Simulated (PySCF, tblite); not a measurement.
**C₆H₆O₂S+ (doublet): geometry, infrared bands and EPR parameters**

Aim: predict the infrared bands and EPR parameters of C₆H₆O₂S+ (doublet) (`C[S+]c1ccc(=O)oc1`).

Programs: tblite 0.8.0 and PySCF 2.14.0, with density-fitted response routines of our own. Each step states its level of theory. These are calculated values for one molecule in the gas phase, unless marked as measured. Atoms are numbered from 0 throughout.

**1. The molecule as given**

15 atoms, charge 1, multiplicity 2; geometry from: force field or distance geometry start.

Bonds of the start (Å): C0–S1 1.81, S1–C2 1.78, C2–C3 1.38, C3–C4 1.39, C4–C5 1.38, C5–O6 1.26, C5–O7 1.32, O7–C8 1.32, C8–C2 1.38, C0–H9 1.10, C0–H10 1.11, C0–H11 1.12, C3–H12 1.08, C4–H13 1.07, C8–H14 1.10.

**2. Relaxing the molecule with GFN2-xTB**

What the job is given:

```
{"job": {"kind": "relax", "xc": "GFN2-xTB", "basis": "xTB"}, "charge": 1, "multiplicity": 2}
C      2.897200    -0.191700    -0.144700
S      1.710700     1.095200     0.323700
C      0.011200     0.575100     0.199000
C     -0.347800    -0.676100    -0.247100
C     -1.701900    -0.973400    -0.299200
C     -2.624500    -0.010400     0.050400
O     -3.860000    -0.250100    -0.005900
O     -2.227900     1.178600     0.463000
C     -0.948800     1.507700     0.546900
H      3.915600     0.215300    -0.102200
H      2.645000    -0.580800    -1.147800
H      2.870100    -1.034100     0.597800
H      0.373800    -1.431300    -0.508800
H     -2.025600    -1.936100    -0.639200
H     -0.691700     2.520100     0.892100
```

Command:

```bash
$ OMP_NUM_THREADS=1 python probes_run.py task.json out
```

The driver reads the jobs from task.json and runs them one after another.

**Question.** This job is followed by: GFN2-xTB harmonic vibrations, gas phase; UKS B3LYP, pcH-1 on C H O S, non-relativistic, mean-field spin-orbit, GIAO. What will the session give for the following? strongest single infrared mode (GFN2-xTB); zero-point energy (GFN2-xTB); g(iso) (B3LYP); ⟨S²⟩; largest a(iso) (averaged by class).

As calculated:

| quantity | value |
| --- | --- |
| strongest single infrared mode (GFN2-xTB) | 1781 cm⁻¹, 405 km/mol |
| zero-point energy (GFN2-xTB) | 65.4 kcal/mol |
| g(iso) (B3LYP) | 2.00832 |
| ⟨S²⟩ | 0.761 (exact 0.75) |
| largest a(iso) (averaged by class) | 1H on H9, H10, H11, 26.3 MHz |

**Reading.** The optimisation took 52 steps and gained 0.622 eV; among the close pairs (by a distance rule), C5–O7 changed most, from 1.320 to 1.428 Å. No mode is imaginary among the 39: a minimum at this level. The strongest single mode, at 1781 cm⁻¹, moves mainly C5 and O6. Unscaled tight-binding wavenumbers are off by several per cent, some by more. Its intensities can rank the bands wrongly. The largest share of the spin, 0.42 e, sits on S1. The isotropic g lies 6.0 ppt above the free-electron value.
